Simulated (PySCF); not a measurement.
**SiH2Br− (SMILES [SiH2-]Br) at PBE0/STO-6G**

What is the vertical singlet–triplet gap of SiH2Br− at PBE0/STO-6G? 

The results are computed with PySCF 2.14.0.

6 further runs of the same task are left out: 6 set aside as unsound or not needed.

## (1) The system as given

SiH2Br−: 4 atoms, total charge -1, spin state singlet. SMILES: `[SiH2-]Br`. Geometry: relaxed at GFN2-xTB.

Bond lengths: Si1–Br2 2.425 Å, Si1–H3 1.496 Å, Si1–H4 1.496 Å. Angles: Br2–Si1–H3 94.3°, Br2–Si1–H4 94.3°, H3–Si1–H4 98.4°.

## (2) The energy at PBE0/STO-6G

Input file calc.py:

```python
from pyscf import gto, dft

mol = gto.M(
    atom='''
Si    -0.362752    -0.648195    -1.170515
Br     3.189310    -0.512796     1.721673
H     -2.286380    -1.001536     0.871901
H     -0.540178     2.162527    -1.423077
''',
    verbose=3,
    spin=0,
    unit='bohr',
    basis='sto-6g',
    max_memory=1860,
    charge=-1,
)

calc0 = dft.RKS(mol)
calc0.xc = 'pbe0'
calc0.conv_tol = 1e-10
calc0.grids.level = 5
calc0.kernel()
if not calc0.converged:
    calc0 = calc0.newton().run(calc0.mo_coeff, calc0.mo_occ)

etot = calc0.e_tot
print('E(%s) = %.9f' % ('PBE0', etot))
```

Command:

```bash
$ OMP_NUM_THREADS=1 python calc.py
```

The log of the run:

```text
converged SCF energy = -2850.21311561683
E(PBE0) = -2850.213115617
```

It took 4.2 s on 1 thread of Arm Neoverse V1, shared host; peak memory 0.24 GiB.

## (3) The triplet, same level

Input file run.py:

```python
from pyscf import gto, dft

mol = gto.M(
    atom=[
    ('Si', (-0.191960, -0.343010, -0.619410)),
    ('Br', (1.687710, -0.271360, 0.911070)),
    ('H', (-1.209900, -0.529990, 0.461390)),
    ('H', (-0.285850, 1.144360, -0.753060)),
],
    charge=-1,
    spin=2,
    max_memory=1860,
    basis='sto-6g',
    verbose=3,
)

calc0 = dft.UKS(mol, xc='pbe0')
calc0.conv_tol = 1e-10
calc0.grids.level = 5
calc0.kernel()
if not calc0.converged:
    calc0 = calc0.newton().run(calc0.mo_coeff, calc0.mo_occ)

etot = calc0.e_tot
print('E(%s) = %.9f' % ('PBE0', etot))
```

Command:

```bash
$ OMP_NUM_THREADS=1 python run.py
```

The log of the run:

```text
WARN: HOMO -0.0592895107869936 >= LUMO -0.26215553385719

WARN: HOMO 0.368070394860971 >= LUMO 0.256669510011912

WARN: HOMO 0.363448026936255 >= LUMO 0.276930480999589

WARN: HOMO 0.356887404573626 >= LUMO 0.273246452070226

WARN: HOMO 0.357700614114395 >= LUMO 0.275635434323026

WARN: HOMO 0.357487768128881 >= LUMO 0.27545315392552

WARN: HOMO 0.357459906610803 >= LUMO 0.275467421036095

WARN: HOMO 0.357458104916575 >= LUMO 0.275465105258159

WARN: HOMO 0.35745966352872 >= LUMO 0.275465677655635

WARN: HOMO 0.357459645437075 >= LUMO 0.275465665325736

converged SCF energy = -2850.03574545381  <S^2> = 2.0013986  2S+1 = 3.0009323
E(PBE0) = -2850.035745454
```

Run time: 6.9 s. Hardware: 1 thread of Arm Neoverse V1, shared host; peak memory 0.24 GiB.

## (4) Outcome

At PBE0/STO-6G:

| quantity | value |
| --- | --- |
| singlet: total energy | -2850.21312 Eh |
| singlet: HOMO energy | 4.76 eV |
| singlet: LUMO energy | 12.18 eV |
| singlet: HOMO–LUMO gap (to an unbound level, set by the basis) | 7.42 eV |
| triplet: total energy | -2850.03575 Eh |
| triplet: HOMO energy (highest over α and β) | 9.73 eV |
| triplet: ⟨S²⟩ | 2.001 |
| vertical energy of the triplet above the singlet | 4.826 eV |

At this shape the triplet lies 4.83 eV (466 kJ/mol) above the singlet. For an anion a state so high probably lies above electron detachment. In a minimal basis such a difference can be off by several eV, whatever the method. The HOMO (singlet) lies at positive energy, 4.76 eV; only total energies tell whether the electron is bound. The HOMO (triplet) lies at positive energy, 9.73 eV; only total energies tell whether the electron is bound.
